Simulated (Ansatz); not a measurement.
**CoSi+ (triplet): the correlation ladder, def2-QZVPP**

One table from this session's results is given with a row withheld; the runs are named, their logs left out.

The runs use Ansatz 0.2.0, Gaussian basis; def2-QZVPP, core rule «outside noble gas», up to 14 orbitals frozen.

Plan: UHF; ROHF; CCSD(T) on UHF.

**The system**

The geometry is a PBE0/def2-TZVP stationary point (not a proven minimum) of the parent state, kept for this charge and spin.

2 atoms, charge 1, spin multiplicity 3.

Atoms are counted from 1 here; the program's logs count them from 0.

Bond lengths: Co1–Si2 2.231 Å.

Geometry (Å):

| atom | x (Å) | y (Å) | z (Å) |
| --- | --- | --- | --- |
| Co1 | 0.0000 | 0.0000 | 0.0000 |
| Si2 | 0.0000 | 0.0000 | 2.2306 |

Set-up of the first run:

in.yaml

```yaml
crystal:
  periodic: [false, false, false]
  atoms:
    - {symbol: Co, position_ang: [0.000000, 0.000000, 0.000000]}
    - {symbol: Si, position_ang: [0.000000, 0.000000, 2.230600]}
basis:
  gaussian: {orbitals: "def2-QZVPP.json"}
total_charge: 1
magnetization: {spin_polarized: true, initial_magnetization: 2}
hamiltonian: {xc: hf}
output: {orbitals: {seedname: orbitals}}
```

The run is started by

```
ansatz run in.yaml --threads 1 --pin off --events-out ev --progress --plain --max-ram 4096MiB --backend cpu
```

Among the steps run: UHF; ROHF; CCSD(T) on UHF.

One of the session's tables, all rows but one given; the rest of the session is left out.

It belongs to the step «Misses and costs». 

```
  method  from UCCSD(T) (meV)
    ROHF             +12557.2
    UMP2               +656.4
   UCCSD                    ?
UCCSD(T)                    0
```

Q: Estimate the row for UCCSD from the others.

As computed: from UCCSD(T) (meV): +841.3. In the column «from UCCSD(T) (meV)» it lies between UMP2 (+656.4) and ROHF (+12557.2).

Left out of the table: UHF (another determinant or state than the rows shown).

To keep in mind: The determinant of HF (⟨S²⟩ 3.49) is far from a pure spin state, so its energy mixes those of several spin states; that is harmless only where they are near-degenerate. Warnings: spin contamination; coupled cluster took another determinant than the lowest.
